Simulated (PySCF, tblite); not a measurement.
# C₃H₉F₃OSi₂: geometry, infrared bands and NMR shifts

What infrared bands and NMR shifts should C₃H₉F₃OSi₂ (`O[SiH2]C[SiH2]CC(F)(F)F`) show?

Computed with tblite 0.8.0 and PySCF 2.14.0, with density-fitted response routines of our own, on a single molecule in the gas phase. Atoms count from 0, in the outputs and in this text.

### Step 1. The molecule as given

18 atoms, charge 0, multiplicity 1; geometry from: force field or distance geometry start.

Bonds of the start (Å): O0–Si1 1.71, Si1–C2 1.89, C2–Si3 1.85, Si3–C4 1.85, C4–C5 1.50, C5–F6 1.38, C5–F7 1.40, C5–F8 1.39, O0–H9 1.00, Si1–H10 1.48, Si1–H11 1.45, C2–H12 1.12, C2–H13 1.09, Si3–H14 1.49, Si3–H15 1.47, C4–H16 1.11, C4–H17 1.09.

### Step 2. Geometry optimisation with GFN2-xTB

The job: settings as JSON, then the geometry in Å.

```
{"job": {"kind": "relax", "xc": "GFN2-xTB", "basis": "xTB"}, "charge": 0, "multiplicity": 1}
O     -2.823900    -1.306400    -0.789000
Si    -2.697400     0.169500     0.056200
C     -1.027300     0.911700    -0.439400
Si     0.206900     0.089200     0.661400
C      1.887800     0.452900    -0.011200
C      2.864500    -0.617600     0.383800
F      2.468600    -1.847800    -0.090600
F      2.925900    -0.602100     1.784100
F      4.084700    -0.300100    -0.193900
H     -3.712100    -1.737100    -0.639400
H     -2.566300    -0.056600     1.516500
H     -3.751500     1.119700    -0.218700
H     -1.052000     2.020400    -0.309200
H     -0.850400     0.588100    -1.467200
H     -0.030700    -1.380000     0.663400
H      0.042900     0.620100     2.025700
H      1.801400     0.469600    -1.122600
H      2.220100     1.413000     0.384100
```

On the command line:

```
OMP_NUM_THREADS=1 python probes_run.py task.json out
```

This one command runs all jobs of the session in turn.

**Question.** This job is followed by: GFN2-xTB harmonic vibrations, gas phase; GIAO PBE0/pcSseg-1 NMR shielding, non-relativistic, gas phase. What will the session give for the following? strongest single infrared mode (GFN2-xTB); zero-point energy (GFN2-xTB); ¹³C shifts against TMS (PBE0/pcSseg-1); ¹H shifts against TMS (PBE0/pcSseg-1, means over atoms taken as alike); ¹⁷O shifts against H2O (PBE0/pcSseg-1); ²⁹Si shifts against TMS (PBE0/pcSseg-1); ¹⁹F shifts against CFCl3 (PBE0/pcSseg-1, means over atoms taken as alike).

As calculated:

| quantity | value |
| --- | --- |
| strongest single infrared mode (GFN2-xTB) | 2221 cm⁻¹, 356 km/mol |
| zero-point energy (GFN2-xTB) | 71.6 kcal/mol |
| ¹³C shifts against TMS (PBE0/pcSseg-1) | 137.3, 24.5, -4.0 ppm |
| ¹H shifts against TMS (PBE0/pcSseg-1, means over atoms taken as alike) | 5.26, 4.61, 1.61, 0.85, 0.02 ppm |
| ¹⁷O shifts against H2O (PBE0/pcSseg-1) | 17.4 ppm |
| ²⁹Si shifts against TMS (PBE0/pcSseg-1) | -18.1, -44.0 ppm |
| ¹⁹F shifts against CFCl3 (PBE0/pcSseg-1, means over atoms taken as alike) | -72.0 ppm |

In words: Relaxing lowered the energy by 0.840 eV in 140 steps; the close pair that moved most is O0–Si1, from 1.705 to 1.625 Å. All 48 modes are real, so the xTB geometry is a minimum. The strongest single mode, at 2221 cm⁻¹, moves mainly H11. GFN2-xTB is a fitted tight-binding method: band positions and strengths are rough. Its intensities can rank the bands wrongly. At PBE0/pcSseg-1: The largest span, 185 ppm, is at F6, F7, F8, where the paramagnetic term is -230 ppm.
